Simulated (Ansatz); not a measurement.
# ClF2GeH2O: the cost of one run

All numbers below are computed with Ansatz 0.2.0 (UKS PBE/def2-SVP).

## 1. The starting structure

Bond lengths: Ge1–Cl2 2.470 Å, Ge1–F3 1.680 Å, Ge1–O4 1.769 Å, O4–H5 1.010 Å, Ge1–F6 1.679 Å. Angles: Cl2–Ge1–F3 109.4°, Cl2–Ge1–O4 109.5°, Cl2–Ge1–F6 109.5°, F3–Ge1–O4 109.5°, F3–Ge1–F6 109.5°, O4–Ge1–F6 109.5°, Ge1–O4–H5 109.5°.

As a file:

```xyz
7

Ge    0.0000    0.0000    0.0000
Cl    0.0000    0.0000    2.4700
F     1.5842    0.0000   -0.5594
O    -0.8337    1.4443   -0.5894
H    -1.7915    1.2136   -0.8118
F    -0.7913   -1.3709   -0.5594
H     0.0000    0.0000    4.1400
```

## 2. A restrained relaxation towards end A

Springs on the bonds that form and break draw the guess towards this end; the thresholds are loose.

File input.yaml:

```yaml
crystal:
  periodic: [false, false, false]
  atoms:
    - { symbol: Ge, position_ang: [0.0, 0.0, 0.0] }
    - { symbol: Cl, position_ang: [0.0, 0.0, 2.47] }
    - { symbol: F, position_ang: [1.5842, 0.0, -0.5594] }
    - { symbol: O, position_ang: [-0.8337, 1.4443, -0.5894] }
    - { symbol: H, position_ang: [-1.7915, 1.2136, -0.8118] }
    - { symbol: F, position_ang: [-0.7913, -1.3709, -0.5594] }
    - { symbol: H, position_ang: [0.0, 0.0, 4.14] }
magnetization:
  spin_polarized: true
  initial_magnetization: 1
basis:
  gaussian: { orbitals: def2-SVP }
hamiltonian:
  xc: pbe
relax:
  f_tol: 0.15
  max_steps: 25
  restrain:
    - { distance: [1, 6], at: 2.57, k: 30.0 }
    - { distance: [0, 1], at: 2.22, k: 30.0 }
output:
  orbitals: {}
```

Command:

```
ansatz run input.yaml --threads 4 --pin off --max-ram 5120MiB --backend cpu --events-out ev --progress --plain --runs-dir out
```

**Question.** How long does this run take on 4 threads of AMD EPYC 9R45 (Zen 5), shared host, and how much memory does it need?

About 4.1 s, with a peak of 0.2 GiB.
